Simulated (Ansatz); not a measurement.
# F3GeHO: the cost of one run

All numbers below are computed with Ansatz 0.2.0 (RHF/def2-SVP).

### 1 The starting structure

Bond lengths: Ge1–O2 1.770 Å, O2–H3 1.010 Å, Ge1–F4 1.680 Å, Ge1–F5 1.679 Å, Ge1–F6 1.679 Å. Angles: Ge1–O2–H3 109.5°, O2–Ge1–F4 109.4°, O2–Ge1–F5 109.5°, O2–Ge1–F6 109.5°, F4–Ge1–F5 109.5°, F4–Ge1–F6 109.5°, F5–Ge1–F6 109.5°.

Coordinates:

```xyz
6

Ge    0.0000    0.0000    0.0000
O     0.0000    0.0000    1.7700
H    -0.9095   -0.2814    2.1071
F     1.5842    0.0000   -0.5594
F    -0.7913    1.3709   -0.5594
F    -0.7913   -1.3709   -0.5594
```

### 2 Preparing the start

input.yaml

```yaml
crystal:
  periodic: [false, false, false]
  atoms:
    - { symbol: Ge, position_ang: [0.0, 0.0, 0.0] }
    - { symbol: O, position_ang: [0.0, 0.0, 1.77] }
    - { symbol: H, position_ang: [-0.9095, -0.2814, 2.1071] }
    - { symbol: F, position_ang: [1.5842, 0.0, -0.5594] }
    - { symbol: F, position_ang: [-0.7913, 1.3709, -0.5594] }
    - { symbol: F, position_ang: [-0.7913, -1.3709, -0.5594] }
basis:
  gaussian: { orbitals: def2-SVP }
hamiltonian:
  xc: hf
relax:
  f_tol: 0.02
  max_steps: 40
```

On the command line:

```bash
> ansatz run input.yaml --threads 2 --pin off --max-ram 3072MiB --backend cpu --events-out ev --progress --plain --runs-dir out
```

**Question.** How long does this run take on 2 threads of Intel Xeon 6975P-C (Granite Rapids), shared host, and how much memory does it need?

About 10 s, with a peak of 0.2 GiB.
